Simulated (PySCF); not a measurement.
# C2H7NOSi: the cost of one run

Programs: PySCF 2.14.0, with density-fitted response routines of our own. Each step states its level of theory. These are calculated values for one molecule in the gas phase, unless marked as measured. Atoms count from 0, in the outputs and in this text.

## 1. The starting structure

12 atoms, charge 0, multiplicity 1; geometry from: GFN2-xTB. The atoms were then displaced at random by about 0.01 Å, so the start is not that level's minimum.

Bonds of the start (Å): C0–O1 1.44, O1–C2 1.33, C2–N3 1.29, N3–Si4 1.69, C0–H5 1.07, C0–H6 1.08, C0–H7 1.08, C2–H8 1.09, Si4–H9 1.48, Si4–H10 1.47, Si4–H11 1.45.

## 2. Geometry optimisation at PBE0-D3(BJ)/def2-SVP

The job: settings as JSON, then the geometry in Å.

```
{"job": {"xc": "PBE0", "basis": "def2-SVP", "d3": "d3bj", "grid": 1, "shake": 0.01, "kind": "geom"}, "charge": 0, "multiplicity": 1}
C     -1.375210    -0.838240     0.510710
O     -1.662890     0.552010     0.276020
C     -0.678110     1.345550    -0.137420
N      0.571760     1.113590    -0.368420
Si     1.777420    -0.065050    -0.429240
H     -0.648060    -0.933910     1.286900
H     -1.033820    -1.300690    -0.406120
H     -2.324790    -1.246210     0.817180
H     -1.056230     2.365850    -0.229160
H      1.498030    -1.456480    -0.023030
H      2.772980     0.477070     0.506950
H      2.198610    -0.041760    -1.813370
```

Command:

```sh
$ OMP_NUM_THREADS=1 python probes_run.py task.json out
```

One launch serves the whole session: the jobs run in the order shown.

**Question.** How long does this first job take on 1 thread of Arm Neoverse V2, shared host, and how much memory does it need?

About 32 s, with a peak of 0.46 GiB.
